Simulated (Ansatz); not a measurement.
**C₃H₆IN: a ladder of functionals and wavefunction methods**

How much do the methods differ for C₃H₆IN? The plan is to run it at one geometry with functionals of several rungs and with coupled cluster. The yardstick is the atomisation energy at the CCSD(T) limit.

The runs use Ansatz 0.2.0, Gaussian basis; functionals in def2-TZVPP, the program's frozen cores in correlated methods.

Levels to be run: PBE-D4, r2SCAN-D4, PBE0-D4, B3LYP-D4, ωB97X-V, ωB97M-V, B2PLYP; CCSD(T)/def2-TZVPP; MP2/def2-QZVPP; extrapolation to the limit.

### Step 1. Structure used throughout

An earlier PBE0-D4 in a triple-zeta def2 set relaxation fixed the geometry. I takes the def2 core potential; no spin-orbit term is included.

11 atoms, charge 0, spin multiplicity 1.

Atoms are counted from 1 here; the program's logs count them from 0.

Bond lengths: C1–C2 1.498 Å, C1–H6 1.094 Å, C1–H7 1.090 Å, C1–H8 1.093 Å, C2–N3 1.268 Å, C2–C4 1.495 Å, N3–H9 1.020 Å, C4–I5 2.152 Å, C4–H10 1.085 Å, C4–H11 1.089 Å. Angles: C2–C1–H6 110.2°, C2–C1–H7 111.2°, C2–C1–H8 110.6°, H6–C1–H7 108.8°, H6–C1–H8 106.9°, H7–C1–H8 109.0°, C1–C2–N3 126.1°, C1–C2–C4 117.1°, N3–C2–C4 116.7°, C2–N3–H9 110.7°, C2–C4–I5 111.2°, C2–C4–H10 110.5°, C2–C4–H11 112.8°, I5–C4–H10 106.0°, I5–C4–H11 104.6°, H10–C4–H11 111.5°.

As a file:

```mol
C3H6IN
  3D, bonds by distance, orders not assigned

 11 10  0  0  0  0  0  0  0  0999 V2000
   -0.9425    0.6330   -0.5644 C   0  0
    0.1705   -0.3317   -0.2897 C   0  0
    0.7470   -1.0701   -1.1436 N   0  0
    0.6240   -0.4636    1.1286 C   0  0
    1.6881    1.2922    1.7723 I   0  0
   -1.8371    0.3478   -0.0028 H   0  0
   -1.1877    0.6586   -1.6262 H   0  0
   -0.6692    1.6395   -0.2384 H   0  0
    0.3558   -0.9201   -2.0739 H   0  0
    1.3213   -1.2890    1.2298 H   0  0
   -0.2045   -0.5536    1.8290 H   0  0
  1  2  8  0
  2  3  8  0
  2  4  8  0
  4  5  8  0
  1  6  8  0
  1  7  8  0
  1  8  8  0
  3  9  8  0
  4 10  8  0
  4 11  8  0
M  END
```

### Step 2. PBE-D4 (GGA)

Input file in.yaml:

```yaml
crystal:
  periodic: [false, false, false]
  atoms:
    - {symbol: C, position_ang: [-0.942549, 0.632993, -0.564436]}
    - {symbol: C, position_ang: [0.170526, -0.331720, -0.289669]}
    - {symbol: N, position_ang: [0.746960, -1.070084, -1.143618]}
    - {symbol: C, position_ang: [0.624001, -0.463593, 1.128612]}
    - {symbol: I, position_ang: [1.688063, 1.292183, 1.772313]}
    - {symbol: H, position_ang: [-1.837088, 0.347782, -0.002811]}
    - {symbol: H, position_ang: [-1.187719, 0.658638, -1.626216]}
    - {symbol: H, position_ang: [-0.669235, 1.639494, -0.238431]}
    - {symbol: H, position_ang: [0.355777, -0.920079, -2.073942]}
    - {symbol: H, position_ang: [1.321253, -1.289002, 1.229835]}
    - {symbol: H, position_ang: [-0.204489, -0.553613, 1.828963]}
basis:
  gaussian: {orbitals: def2-TZVPP}
hamiltonian: {xc: pbe, dispersion: d4}
output: {forces: true, orbitals: {seedname: orbitals}}
```

The run is started by

```sh
ansatz run in.yaml --threads 4 --pin off --events-out ev --progress --plain --max-ram 10444MiB
```

Further steps of the session: r2SCAN-D4 (meta-GGA); PBE0-D4 (hybrid); B3LYP-D4 (hybrid); ωB97X-V (range-separated); ωB97M-V (range-separated); B2PLYP (double hybrid); CCSD(T) in def2-TZVPP; MP2 in def2-QZVPP.

Q: Predict the results of all the runs planned. Wanted: atomisation energy, CCSD(T)/CBS; farthest; mean size of error, hybrid; mean size of error, range-separated; gap, smallest and largest; T1 diagnostic; triples share of the correlation energy.

The runs gave:

```
                               quantity                                           value
        atomisation energy, CCSD(T)/CBS                                       43.193 eV
    functionals within 0.432 eV (1.0 %)  r2SCAN-D4, PBE0-D4, B3LYP-D4, ωB97X-V, ωB97M-V
                               farthest                              PBE-D4 (+1.291 eV)
             mean size of error, hybrid                                        0.199 eV
    mean size of error, range-separated                                        0.010 eV
              gap, smallest and largest            3.81 eV (PBE-D4), 10.42 eV (ωB97X-V)
                          T1 diagnostic                                          0.0101
triples share of the correlation energy                                           3.5 %
```

In words: PBE-D4 misses by +1.291 eV. Double hybrids carry the basis error of their MP2 part in triple zeta, and no dispersion term here, so their miss is partly the set-up's. Misses under about 0.432 eV are within the doubt on the reference itself, which lacks core-valence correlation, spin-orbit coupling and higher excitations, and its outer-core shells are covered unevenly. All levels share the lack of spin-orbit coupling, which lowers the free heavy atoms and so the true binding. Hartree-Fock recovers 71 % of the binding; the rest is correlation. Orbital gaps span 3.8 to 10.4 eV; exact exchange widens them. Correlated methods include outer-core shells of I, which these sets cover unevenly.
